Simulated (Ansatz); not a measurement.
# H8NPSn: the cost of one run

Computed with Ansatz 0.2.0, Gaussian basis. Level: PBE0-D4, def2-SVP first, then def2-TZVP.

143 further runs of the same task are left out: 143 set aside as unsound or not needed.

### Step 1. The system as given

The guess: 11 atoms, charge 0, spin multiplicity 1.

Atoms are counted from 1 here; the program's logs count them from 0.

Bond lengths: Sn1–N2 2.266 Å, Sn1–H3 1.702 Å, Sn1–H4 1.673 Å, Sn1–H5 1.673 Å, Sn1–P7 2.993 Å, N2–H6 1.242 Å, N2–H8 1.015 Å, N2–H9 1.015 Å, P7–H10 1.373 Å, P7–H11 1.373 Å. Angles: N2–Sn1–H3 93.8°, N2–Sn1–H4 112.7°, N2–Sn1–H5 113.0°, N2–Sn1–P7 65.9°, H3–Sn1–H4 106.4°, H3–Sn1–H5 106.3°, H3–Sn1–P7 159.7°, H4–Sn1–H5 120.6°, H4–Sn1–P7 83.2°, H5–Sn1–P7 82.7°, Sn1–N2–H6 86.2°, Sn1–N2–H8 117.8°, Sn1–N2–H9 117.9°, H6–N2–H8 113.3°, H6–N2–H9 113.4°, H8–N2–H9 107.2°, Sn1–P7–H10 118.5°, Sn1–P7–H11 117.4° and more.

Coordinates:

```xyz
11
charge 0, multiplicity 1
Sn   -1.1155   -0.9091    0.3940
N     1.1095   -0.4782    0.3924
H    -0.9441   -2.3818    1.2293
H    -1.9700    0.1121    1.4071
H    -1.7082   -1.2944   -1.1225
H     0.8234    0.5611   -0.2241
P    -0.3675    1.6501   -0.9661
H     1.5587   -0.3043    1.2859
H     1.7144   -1.1035   -0.1305
H     0.3679    2.5728   -0.2648
H     0.5314    1.5752   -2.0008
```

Distances that are to change: Sn1–P7 2.99 Å, N2–H6 1.24 Å, Sn1–N2 2.27 Å, H6–P7 1.78 Å.

### Step 2. Constrained relaxation of the guess

hold/in.yaml reads:

```yaml
crystal:
  periodic: [false, false, false]
  atoms:
    - {symbol: Sn, position_ang: [-1.115500, -0.909100, 0.394000]}
    - {symbol: N, position_ang: [1.109500, -0.478200, 0.392400]}
    - {symbol: H, position_ang: [-0.944100, -2.381800, 1.229300]}
    - {symbol: H, position_ang: [-1.970000, 0.112100, 1.407100]}
    - {symbol: H, position_ang: [-1.708200, -1.294400, -1.122500]}
    - {symbol: H, position_ang: [0.823400, 0.561100, -0.224100]}
    - {symbol: P, position_ang: [-0.367500, 1.650100, -0.966100]}
    - {symbol: H, position_ang: [1.558700, -0.304300, 1.285900]}
    - {symbol: H, position_ang: [1.714400, -1.103500, -0.130500]}
    - {symbol: H, position_ang: [0.367900, 2.572800, -0.264800]}
    - {symbol: H, position_ang: [0.531400, 1.575200, -2.000800]}
basis:
  gaussian: {orbitals: def2-SVP}
hamiltonian: {xc: pbe0, dispersion: d4}
relax: {f_tol: 0.04, max_steps: 150, escape_saddle: false, constraints: [{distance: [0, 6]}, {distance: [1, 5]}, {distance: [0, 1]}, {distance: [5, 6]}]}
```

On the command line:

```sh
> ansatz run in.yaml --threads 4 --pin off --events-out ev --progress --plain --max-ram 9574MiB
```

**Question.** How long does this run take on 4 threads of Arm Neoverse V1, shared host?

About 9.5 s.
